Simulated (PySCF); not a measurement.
# C3H8Mg (SMILES C[CH2][Mg][CH3]): levels of theory compared

Aim: a comparison of 5 runs (HF/STO-3G, B3LYP/6-31G*, B3LYP/cc-pVDZ, BP86/6-31G**) of C3H8Mg. 

The calculation is run with PySCF 2.14.0.

### 1 The molecule

C3H8Mg has 12 atoms, charge 0, and is taken as a singlet. As SMILES, `C[CH2][Mg][CH3]`. Geometry: relaxed at PBE0-D4/def2-TZVP.

Bond lengths: C1–C2 1.531 Å, C2–Mg3 2.104 Å, Mg3–C4 2.089 Å, C1–H5 1.095 Å, C1–H6 1.097 Å, C1–H7 1.095 Å, C2–H8 1.098 Å, C2–H9 1.098 Å, C4–H10 1.095 Å, C4–H11 1.095 Å, C4–H12 1.095 Å. Some angles: C1–C2–Mg3 116.3°, C2–Mg3–C4 179.7°, C1–C2–H8 109.4°, C1–C2–H9 109.4°, Mg3–C2–H8 108.2°, Mg3–C2–H9 108.2°, C2–C1–H5 112.1°, C2–C1–H6 112.8°, C2–C1–H7 112.1°, Mg3–C4–H10 111.9°.

### 2 Energy and forces at HF/STO-3G (run 1)

input.py

```python
from pyscf import gto, scf

system = gto.M(
    atom='''
C   -1.336700   1.586500   0.777600
C   -0.717300   0.251700   1.200200
Mg   0.528300  -0.687400  -0.211500
C    1.761900  -1.612600  -1.620900
H   -1.960800   1.485400  -0.116300
H   -1.975000   2.023900   1.555300
H   -0.575100   2.336800   0.542000
H   -0.142400   0.392400   2.125100
H   -1.515500  -0.451000   1.473700
H    2.447900  -0.901300  -2.093100
H    1.184000  -2.079900  -2.425500
H    2.377900  -2.399600  -1.172600
''',
    basis='sto-3g',
    max_memory=1860,
    verbose=4,
)

mf = scf.RHF(system)
mf.conv_tol = 1e-10
mf.kernel()
if not mf.converged:
    mf = mf.newton().run(mf.mo_coeff, mf.mo_occ)

etot = mf.e_tot
print(f'total energy: {etot:.8f} hartree')
grad = mf.nuc_grad_method().kernel()
mf.analyze()
```

Launch:

```sh
$ OMP_NUM_THREADS=1 python input.py
```

The log of the run:

```text
PySCF version 2.14.0

[... 80 lines left out ...]
One-electron Energy =                 -691.075850392393477
[... 8 lines left out ...]
MO #4   energy= -10.8868056084947  occ= 2
[... 6 lines left out ...]
MO #11  energy= -0.742805902385587 occ= 2
[... 6 lines left out ...]
MO #18  energy= -0.301101630272366 occ= 2
[... 6 lines left out ...]
MO #25  energy= 0.762711325776967  occ= 0
[... 6 lines left out ...]
MO #32  energy= 0.908912113014015  occ= 0
[... 47 lines left out ...]
Dipole moment(X, Y, Z, Debye):  0.17439, -0.34413,  0.08875
```

It took 3.3 s on 1 thread of Intel Xeon at 2.50GHz (Skylake/Cascade Lake), shared host; peak memory 0.12 GiB.

### 3 Energy and forces at B3LYP/6-31G(d) (spherical functions) (run 2)

geometry.xyz

```xyz
12
C3H8Mg
C     -1.336700     1.586500     0.777600
C     -0.717300     0.251700     1.200200
Mg     0.528300    -0.687400    -0.211500
C      1.761900    -1.612600    -1.620900
H     -1.960800     1.485400    -0.116300
H     -1.975000     2.023900     1.555300
H     -0.575100     2.336800     0.542000
H     -0.142400     0.392400     2.125100
H     -1.515500    -0.451000     1.473700
H      2.447900    -0.901300    -2.093100
H      1.184000    -2.079900    -2.425500
H      2.377900    -2.399600    -1.172600
```

job.py

```python
# C[CH2][Mg][CH3]
import pyscf.grad
from pyscf import gto, dft

mol = gto.M(
    atom='geometry.xyz',
    basis='6-31g*',
    max_memory=1860,
    verbose=4,
    spin=0,
    charge=0,
)

mf = dft.RKS(mol)
mf.xc = 'b3lyp'
mf.conv_tol = 1e-10
mf.grids.level = 5
mf.kernel()
if not mf.converged:
    mf = mf.newton().run(mf.mo_coeff, mf.mo_occ)

energy = mf.e_tot
print('Final energy', energy)
grad = mf.Gradients().kernel()
mf.analyze()
```

Launch:

```sh
$ OMP_NUM_THREADS=1 python job.py
```

The log of the run:

```text
PySCF version 2.14.0

[... 103 lines left out ...]
MO #1   energy= -46.773740767701   occ= 2
[... 14 lines left out ...]
MO #16  energy= -0.341898510610484 occ= 2
[... 14 lines left out ...]
MO #31  energy= 0.216985260993533  occ= 0
[... 14 lines left out ...]
MO #46  energy= 0.689417167160973  occ= 0
[... 14 lines left out ...]
MO #61  energy= 1.55921832683453   occ= 0
[... 14 lines left out ...]
MO #76  energy= 2.63520799995071   occ= 0
[... 91 lines left out ...]
Dipole moment(X, Y, Z, Debye):  0.05572, -0.16009,  0.09590
```

Run time: 60 s. Hardware: 1 thread of Intel Xeon at 2.50GHz (Skylake/Cascade Lake), shared host; peak memory 0.78 GiB.

Runs 3 to 4 aren't shown in full; the table further down has their settings and results.

### 4 Energy and gradient at BP86/6-31G(d,p) (spherical functions) (run 5)

input.py

```python
# C[CH2][Mg][CH3]
import pyscf.grad
from pyscf import gto, dft

mol = gto.Mole()
mol.atom = '''
C     -1.336700     1.586500     0.777600
C     -0.717300     0.251700     1.200200
Mg     0.528300    -0.687400    -0.211500
C      1.761900    -1.612600    -1.620900
H     -1.960800     1.485400    -0.116300
H     -1.975000     2.023900     1.555300
H     -0.575100     2.336800     0.542000
H     -0.142400     0.392400     2.125100
H     -1.515500    -0.451000     1.473700
H      2.447900    -0.901300    -2.093100
H      1.184000    -2.079900    -2.425500
H      2.377900    -2.399600    -1.172600
'''
mol.basis = '6-31g**'
mol.charge = 0
mol.max_memory = 1860
mol.verbose = 4
mol.build()

myscf = dft.RKS(mol, xc='bp86')
myscf.conv_tol = 1e-10
myscf.grids.level = 5
myscf.kernel()
if not myscf.converged:
    myscf = myscf.newton().run(myscf.mo_coeff, myscf.mo_occ)

etot = myscf.e_tot
print(f'total energy: {etot:.8f} hartree')
grad = myscf.Gradients().kernel()
myscf.analyze()
```

Launch:

```sh
$ OMP_NUM_THREADS=1 python input.py
```

The log of the run:

```text
PySCF version 2.14.0

[... 110 lines left out ...]
MO #5   energy= -2.90033840080614  occ= 2
[... 18 lines left out ...]
MO #24  energy= 0.115747610961787  occ= 0
[... 18 lines left out ...]
MO #43  energy= 0.540464535377552  occ= 0
[... 18 lines left out ...]
MO #62  energy= 1.35721685769473   occ= 0
[... 18 lines left out ...]
MO #81  energy= 2.27869871967081   occ= 0
[... 18 lines left out ...]
MO #100 energy= 3.47519277287141   occ= 0
[... 115 lines left out ...]
Dipole moment(X, Y, Z, Debye):  0.04657, -0.13358,  0.08012
```

Run time: 60 s. Hardware: 1 thread of Intel Xeon at 2.50GHz (Skylake/Cascade Lake), shared host; peak memory 1 GiB.

### 5 All runs side by side

```tsv
run	level	integration grid	Cartesian functions	energy (Eh)	dipole moment (D)	HOMO energy (eV)	LUMO energy (eV)	wall time
1	HF/STO-3G	–	no	-313.998924	0.40	-6.64	10.67	3.3 s
2	B3LYP/6-31G* (spherical functions)	5	no	-319.194134	0.19	-5.67	-0.36	60 s
3	B3LYP/6-31G* (Cartesian functions)	5	yes	-319.197479	0.19	-5.66	-0.36	57 s
4	B3LYP/cc-pVDZ	5	no	-319.210778	0.19	-5.80	-0.52	62 s
5	BP86/6-31G** (spherical functions)	5	no	-319.185979	0.16	-4.83	-0.80	60 s
```

### 6 Summary of results

```
                       quantity          value
            run 5: total energy  -319.18598 Eh
           run 5: dipole moment         0.16 D
             run 5: HOMO energy       -4.83 eV
             run 5: LUMO energy       -0.80 eV
           run 5: HOMO–LUMO gap        4.03 eV
run 5: largest force on an atom     0.388 eV/Å
```

In words: The dipole moment (its size) runs from 0.16 D (BP86/6-31G**) to 0.40 D (HF/STO-3G). The two ends differ in method and basis. The HOMO–LUMO gap runs from 4.03 eV (BP86/6-31G**) to 17.30 eV (HF/STO-3G). Totals of different functionals can't be ranked against each other. In run 1 the basis is minimal, so the values are rough. All runs together took 4.1 min, the longest 62 s.
